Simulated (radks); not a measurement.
# Ionising samarium step by step, Sm⁴²⁺ to Sm⁶¹⁺

One table from this session's results is given with a row withheld; the runs are named, their logs left out.

The numbers are computed with radks (a radial shooting solver on a logarithmic mesh, Libxc functionals) version 1 (non-relativistic Kohn-Sham, LDA (Slater exchange, Perdew-Wang correlation), spin-unpolarised, spherical densities, point nucleus), except any that are marked as measured or tabulated.

**Starting point**

| Property | Result |
| --- | --- |
| element | samarium (Z = 62) |
| charges | 42 to 61 |
| first configuration | [Ar] 3d2 |
| last configuration | 1s1 |

The outer shells:

Sm⁴²⁺
```
[Ar] core
3d [↑ ][↑ ][  ][  ][  ]
```

Sm⁶¹⁺
```
1s [↑ ]
```

Set-up of the first run:

The run's settings:

```text
Z 62
configuration [Ar] 3d2
relativity non-relativistic
functional lda,pw
spin unpolarised
nucleus point
```

Steps of the session up to this table: Sm⁴²⁺, [Ar] 3d2.

One table of the session follows, with a row left open; its other results are not shown here.

It belongs to the step «Sm⁴²⁺, [Ar] 3d2». From the orbitals of this run (lengths in bohr):

```
level      <r>  outermost maximum (interpolated)  90 % within  nodes
   1s  0.02449                            0.0162       0.0435      0
   2s   0.1035                            0.0887        0.159      1
   2p        ?                                 ?            ?      ?
   3s   0.2521                             0.238        0.365      2
   3p   0.2397                             0.224        0.354      1
   3d   0.2084                             0.175        0.318      0
```

Q: Estimate the row for 2p from the others.

The run gave: <r>: 0.08782; outermost maximum (interpolated): 0.0691; 90 % within: 0.142; nodes: 0. In the column «<r>» it lies between 1s (0.02449) and 2s (0.1035).

To keep in mind: Relativity is left out here, which matters for elements this heavy. Spin polarisation and multiplet splitting are left out, so open shells lie too high by an amount that depends on their filling.
